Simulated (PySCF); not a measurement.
# YbH3(NH3): other functionals and bases at one geometry

An exercise on one series of results from a longer session: the logs are not shown, and one member is left open.

Program: PySCF 2.14.0. Level of theory: several levels, as the steps say, no spin–orbit coupling. These are calculated values, not measurements.

1 further run of the same task is left out (for a known fault of the program).

### The system as given

8 atoms, charge 0, spin multiplicity 1.

Bond lengths: Yb1–H2 1.993 Å, Yb1–H3 1.993 Å, Yb1–H4 1.993 Å, Yb1–N5 2.426 Å, N5–H6 1.023 Å, N5–H7 1.023 Å, N5–H8 1.023 Å. Angles: H2–Yb1–H3 118.8°, H2–Yb1–H4 118.8°, H2–Yb1–N5 96.4°, H3–Yb1–H4 118.8°, H3–Yb1–N5 96.4°, H4–Yb1–N5 96.4°, Yb1–N5–H6 112.2°, Yb1–N5–H7 112.2°, Yb1–N5–H8 112.2°, H6–N5–H7 106.6°, H6–N5–H8 106.6°, H7–N5–H8 106.6°.

Coordinates:

| atom | x (Å) | y (Å) | z (Å) |
| --- | --- | --- | --- |
| Yb1 | 0.2163 | -0.2163 | 0.2163 |
| H2 | 1.1533 | 1.2727 | 1.1533 |
| H3 | -1.2727 | -1.1533 | 1.1533 |
| H4 | 1.1533 | -1.1533 | -1.2727 |
| N5 | -1.1845 | 1.1845 | -1.1845 |
| H6 | -1.7941 | 1.7941 | -0.6343 |
| H7 | -0.6343 | 1.7941 | -1.7941 |
| H8 | -1.7941 | 0.6343 | -1.7941 |

Formal oxidation states: Yb +3. Each metal's 13 4f electrons lie in its core potential, so multiplicities, spins and levels count the valence alone. An earlier session relaxed this geometry at PBE0, Yb lcecp-1-SVP with ECP59, H def2-SVP, N def2-SVP (singlet, point group C3v).

At PBE0 on the finer grid: E = -97.605523 Eh, HOMO -6.33 eV, LUMO -0.22 eV, Mulliken charge on Yb1 +0.51 e, largest force component 0.003 eV/Å. 

Levels to run: M06-L; wB97X; PBE0, TZVP. Hardware: 2 threads of Intel Xeon at 2.50GHz (Skylake/Cascade Lake), shared host.

Set-up of the first run:

Contents of run.py (the lines that set the calculation):

```python
mol = gto.M(atom='''
Yb     0.21631    -0.21631     0.21631
H      1.15325     1.27267     1.15325
H     -1.27267    -1.15325     1.15325
H      1.15325    -1.15325    -1.27267
N     -1.18450     1.18450    -1.18450
H     -1.79413     1.79413    -0.63428
H     -0.63428     1.79413    -1.79413
H     -1.79413     0.63428    -1.79413''',
    basis={'Yb': 'lcecp-1-SVP', 'H': 'def2-SVP', 'N': 'def2-SVP'},
    ecp={'Yb': 'lcecp-1-SVP'},
    charge=0, spin=0)
mf = dft.RKS(mol, xc='M06L')
mf.grids.atom_grid = (75, 302)  # f atoms: unpruned, at least (60, 302)
mf = mf.density_fit()  # fitting sets: Yb AutoAux, H def2-universal-JKFIT, N def2-universal-JKFIT
mf.conv_tol = 1e-08; mf.max_cycle = 55
mf.kernel(dm0)  # dm0: the density of the relaxed state
```

Launch:

```bash
> OMP_NUM_THREADS=2 python run.py
```

Among the steps run: M06-L; wB97X; PBE0, TZVP.

One table of the session follows, with a row left open; its other results are not shown here.

```
              level  HOMO (eV)  gap (eV)  charge on Yb1 (e)  dipole (D)  largest force component (eV/Å)
PBE0 (relaxed here)      -6.33      6.11               0.51        5.49                            0.00
              M06-L          ?         ?                  ?           ?                               ?
              wB97X      -8.83     10.26               0.48        5.53                            0.07
         PBE0, TZVP      -6.37      5.82               0.70        5.37                            0.20
```

Q: Estimate the row for M06-L from the others.

As computed: HOMO (eV): -5.46; gap (eV): 4.83; charge on Yb1 (e): 0.75; dipole (D): 5.31; largest force component (eV/Å): 0.10. In the column «HOMO (eV)» it is the highest.

In one basis the HOMO–LUMO gap runs from 4.83 eV (M06-L) to 10.26 eV (wB97X). The largest leftover force, 0.20 eV/Å with PBE0, TZVP, stands at a geometry relaxed at another level. With 4f in the core, its levels are missing from HOMO and gap, and its count is fixed, so no charge can pass from the ligands into it. Total energies of different levels can't be compared.
